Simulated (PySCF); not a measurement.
# [Gd(HCN)]3+: other functionals and bases at one geometry

One table from this session's results is given with a row withheld; the runs are named, their logs left out.

Program: PySCF 2.14.0. Level of theory: several levels, as the steps say, no spin–orbit coupling. These are calculated values, not measurements.

1 further run of the same task is left out (for a known fault of the program).

## Where the work starts

4 atoms, charge 3, spin multiplicity 1.

Bond lengths: Gd1–N2 2.235 Å, N2–C3 1.166 Å, C3–H4 1.116 Å. Angles: Gd1–N2–C3 180.0°, N2–C3–H4 180.0°.

As a file:

```xyz
4

Gd    0.0000    0.0000   -0.2490
N     0.0000    0.0000    1.9863
C     0.0000    0.0000    3.1526
H     0.0000    0.0000    4.2685
```

Formal oxidation states: Gd +3. Each metal's 7 4f electrons lie in its core potential, so multiplicities, spins and levels count the valence alone. An earlier session relaxed this geometry at PBE0, Gd lcecp-1-SVP with ECP53, N def2-SVP, C def2-SVP, H def2-SVP (singlet, point group C∞v).

At PBE0 on the finer grid: E = -127.831003 Eh, HOMO -26.98 eV, LUMO -19.81 eV, Mulliken charge on Gd1 +2.51 e, largest force component 0.017 eV/Å. 

Levels to run: HF; wB97X; PBE0, TZVP. Hardware: 2 threads of Arm Neoverse V1, shared host.

Set-up of the first run:

File run.py (the lines that set the calculation):

```python
mol = gto.M(atom='''
Gd     0.00000     0.00000    -0.24902
N      0.00000     0.00000     1.98625
C      0.00000     0.00000     3.15255
H      0.00000     0.00000     4.26848''',
    basis={'Gd': 'lcecp-1-SVP', 'N': 'def2-SVP', 'C': 'def2-SVP', 'H': 'def2-SVP'},
    ecp={'Gd': 'lcecp-1-SVP'},
    charge=3, spin=0)
mf = scf.RHF(mol)
mf = mf.density_fit()  # fitting sets: Gd AutoAux, N def2-universal-JKFIT, C def2-universal-JKFIT, H def2-universal-JKFIT
mf.conv_tol = 1e-08; mf.max_cycle = 55
mf.kernel(dm0)  # dm0: the density of the relaxed state
```

The run is started by

```console
> OMP_NUM_THREADS=2 python run.py
```

Steps of the session up to this table: HF; wB97X; PBE0, TZVP.

One of the session's tables, all rows but one given; the rest of the session is left out.

| level | HOMO (eV) | gap (eV) | charge on Gd1 (e) | dipole (D) | largest force component (eV/Å) |
| --- | --- | --- | --- | --- | --- |
| PBE0 (relaxed here) | -26.98 | 7.17 | 2.51 | 4.78 | 0.02 |
| HF | -29.78 | 13.84 | 2.64 | 4.32 | 3.28 |
| wB97X | -29.30 | 12.03 | 2.54 | 4.44 | 0.58 |
| PBE0, TZVP | ? | ? | ? | ? | ? |

**Question.** Estimate the row for PBE0, TZVP.

**Answer.** HOMO (eV): -26.89; gap (eV): 7.11; charge on Gd1 (e): 2.59; dipole (D): 4.84; largest force component (eV/Å): 0.91. In the column «HOMO (eV)» it is the highest.

The dipole of a charged species depends on the origin, so these sizes hold for this origin alone.

In one basis the HOMO–LUMO gap runs from 7.17 eV (PBE0) to 13.84 eV (HF). The largest leftover force, 3.28 eV/Å with HF, stands at a geometry relaxed at another level. With 4f in the core, its levels are missing from HOMO and gap, and its count is fixed, so no charge can pass from the ligands into it. Total energies of different levels can't be compared.
